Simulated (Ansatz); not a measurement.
# SrTl: the cost of one run

Program: Ansatz 0.2.0. Level of theory: DFT LDA, scalar-relativistic. These are calculated values, not measurements.

**1. The system as given**

The structure is cubic, space group Pm-3m (No. 221). The conventional cell has a = 4.032 Å, b = 4.032 Å, c = 4.032 Å, α = 90.00°, β = 90.00°, γ = 90.00°. Around Sr (site symmetry m-3m) lie 8 Tl at 3.49 Å. Tl (site symmetry m-3m) has 8 Sr at 3.49 Å as nearest neighbours.

Structure file:

```
CELL_PARAMETERS angstrom
4.03200 0.00000 0.00000
0.00000 4.03200 0.00000
0.00000 0.00000 4.03200
ATOMIC_POSITIONS crystal
Sr 0.00000 0.00000 0.00000
Tl 0.50000 0.50000 0.50000
```

Atoms are numbered in the order of the input: Sr1, Tl2.

**2. Volume × 0.94, LAPW**

Input file input.yaml:

```yaml
crystal:
  lattice:
    - [3.9496911903, 0.0, 0.0]
    - [0.0, 3.9496911903, 0.0]
    - [0.0, 0.0, 3.9496911903]
  atoms:
    - { symbol: Sr, position: [0.0, 0.0, 0.0] }
    - { symbol: Tl, position: [0.5, 0.5, 0.5] }
kpoints:
  mp_grid: { grid: [8, 8, 8] }
  band_path:
    path:
      - [0.0, 0.0, 0.0]
      - [0.0, 0.5, 0.0]
      - [0.5, 0.5, 0.0]
      - [0.0, 0.0, 0.0]
      - [0.5, 0.5, 0.5]
      - [0.0, 0.5, 0.0]
      - [0.5, 0.5, 0.5]
      - [0.5, 0.5, 0.0]
    npoints: 5
scf:
  occupations: { method: fermi_dirac, width: 0.05 }
hamiltonian:
  xc: lda
  pseudopotentials: { kind: all_electron, lapw: { basis_error: 0.0005 } }
output:
  forces: true
  stress: true
  eigenvalues: true
```

The run is started by

```
$ ansatz run input.yaml --threads 1 --pin off --max-ram 3072MiB --backend cpu --events-out ev --progress --plain --runs-dir out
```

Q: Estimate wall time and peak memory on 1 thread of Intel Xeon Platinum 8375C at 2.90GHz (Ice Lake), shared host.

About 12 s, with a peak of 0.35 GiB.
